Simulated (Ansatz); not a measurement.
Run this with Ansatz's Python interface and show what comes out.

`tao2f_tao2f.cif`
```cif
data_TaO2F
_cell_length_a 3.981168
_cell_length_b 3.981168
_cell_length_c 7.773488
_cell_angle_alpha 90.00000
_cell_angle_beta 90.00000
_cell_angle_gamma 90.00000
_symmetry_space_group_name_H-M 'P 1'
_symmetry_Int_Tables_number 1
loop_
_symmetry_equiv_pos_as_xyz
'x, y, z'
loop_
_atom_site_label
_atom_site_type_symbol
_atom_site_fract_x
_atom_site_fract_y
_atom_site_fract_z
Ta1 Ta    0.000000    0.000000    0.000000
Ta2 Ta    0.000000    0.000000    0.500000
O3 O    0.000000    0.000000    0.250000
O4 O    0.000000    0.000000    0.750000
O5 O    0.500000    0.000000    0.000000
O6 O    0.000000    0.500000    0.500000
F7 F    0.000000    0.500000    0.000000
F8 F    0.500000    0.000000    0.500000
```

`tao2f_ta.cif`
```cif
data_Ta
_cell_length_a 2.860101
_cell_length_b 2.860101
_cell_length_c 2.860101
_cell_angle_alpha 109.47122
_cell_angle_beta 109.47122
_cell_angle_gamma 109.47122
_symmetry_space_group_name_H-M 'P 1'
_symmetry_Int_Tables_number 1
loop_
_symmetry_equiv_pos_as_xyz
'x, y, z'
loop_
_atom_site_label
_atom_site_type_symbol
_atom_site_fract_x
_atom_site_fract_y
_atom_site_fract_z
Ta1 Ta    0.000000    0.000000    0.000000
```

`tao2f_o2.extxyz`
```text
2
Lattice="9.0 0.0 0.0 0.0 9.5 0.0 0.0 0.0 10.0" Properties=species:S:1:pos:R:3:initial_magmoms:R:1 pbc="T T T"
O     4.50000000    4.75000000    4.38500000  1.00
O     4.50000000    4.75000000    5.61500000  1.00
```

`tao2f_f2.xyz`
```text
2
Lattice="9.0 0.0 0.0 0.0 9.5 0.0 0.0 0.0 10.0" Properties=species:S:1:pos:R:3 pbc="T T T"
F     4.50000000    4.75000000    4.29000000
F     4.50000000    4.75000000    5.71000000
```

Script `formation.py`:
```python
"""Is TaO2F bound against its elements, after relaxing cells and atoms."""

from collections import Counter
import warnings

import ansatz as az
from ase.io import read
import numpy as np

XC = "pbesol"
CUTOFF_EV = 500
K_SPACING = 0.3
FILLING = "gaussian"
SIGMA = 0.05

POLARISED = {"O2"}

GASES = {"O2", "F2"}


def ground_state(name, crystal):
    calc = (
        crystal.calculation()
        .functional(XC)
        .basis(CUTOFF_EV)
        .kpoints(spacing=K_SPACING)
        .occupations(FILLING, width=SIGMA)
        .stress()
    )
    if name in POLARISED:
        calc = calc.spin("collinear")
    if name in GASES:
        return calc.kpoints(1, 1, 1).relax(force_tolerance=0.02, max_steps=60).run()
    calc = calc.relax(force_tolerance=0.02, max_steps=60, cell=True)
    return calc.run()


def counts(outcome):
    return Counter(site.symbol for site in outcome.lattice.sites)

def formation_energy(outcome, mu):
    n = counts(outcome)
    return (outcome.report["energy_sigma0_ev"] - sum(k * mu[element] for element, k in n.items())) / sum(n.values())


def volume_per_atom(outcome):
    return abs(np.linalg.det(outcome.lattice.cell_ang)) / len(outcome.lattice.sites)

warnings.simplefilter("ignore", az.DeckWarning)

phases = {}
atoms = read("tao2f_tao2f.cif")
tao2f = az.Crystal.from_ase(atoms)
phases["TaO2F"] = tao2f
atoms = read("tao2f_ta.cif")
ta = az.Crystal.from_ase(atoms)
phases["Ta"] = ta
o2 = az.Crystal.from_extxyz("tao2f_o2.extxyz")
phases["O2"] = o2
f2 = az.Crystal.from_extxyz("tao2f_f2.xyz")
phases["F2"] = f2

done = {name: ground_state(name, crystal) for name, crystal in phases.items()}

# energy of one atom in its reference phase
references = {"Ta": "Ta", "O": "O2", "F": "F2"}
mu = {element: done[name].report["energy_sigma0_ev"] / len(done[name].lattice.sites) for element, name in references.items()}

target = done["TaO2F"]
heat = formation_energy(target, mu)
n = counts(target)
print("cell content:", dict(n), " volume", round(volume_per_atom(target), 3), "A^3/atom")
print("formation energy", round(heat, 4), "eV/atom,", round(heat * sum(n.values()), 4), "eV per cell")
print("bound against the elements" if heat < 0 else "unbound against the elements")
# gas references are bare DFT energies, without zero-point or fitted corrections
```

Running `python formation.py` prints:
```text
--- The result so far, ahead of a search for a lower minimum behind the relaxation; the run's own can be another ---
--- Relaxed structure (4 steps of the walk, 4 accepted, 0 SCFs on fresh bases) ---
  F+E_penalty+E_count = -1116.58139230 eV   max|allowed force component| = 8.992e-4 eV/Å
  atoms:
    - { symbol: O, position: [0.5, 0.5, 0.43950118116535297] }
    - { symbol: O, position: [0.5, 0.5, 0.560498818834647] }
cell content: {<Element.TA: 'Ta'>: 2, <Element.O: 'O'>: 4, <Element.F: 'F'>: 2}  volume 14.982 A^3/atom
formation energy -2.8951 eV/atom, -23.1605 eV per cell
bound against the elements
```

What to keep in mind:
- Absolute energies stand on the zero of these potentials, so only differences at equal settings mean something.
- The run is spin-unpolarised.
- For the metals among these phases the mesh is modest: differences between phases can be off by up to 40 meV an atom.
- The program warned that this SCF threshold is loose for forces or stresses.
- Spin-orbit coupling, which matters for elements this heavy, is left out.
- The cells come from databases of deposited and of computed structures, and not all need be stable phases.
- The compound is the structure given, not necessarily its lowest; energies are at zero temperature, with no correction for gases. Magnetic phases start from parallel moments and may not end in their lowest magnetic state. A semilocal functional's error on such energies is often 0.05 to 0.1 eV an atom, and 0.1 to 0.3 eV against gases such as O2 or F2.
- The script silences the warnings on its input, which a real study should read.
- Hardware and time: 66 s on 1 thread of Arm Neoverse V2 (shared host), peak memory 0.9 GiB.

(Lines on the test bed's own set-up are left out of the output.)
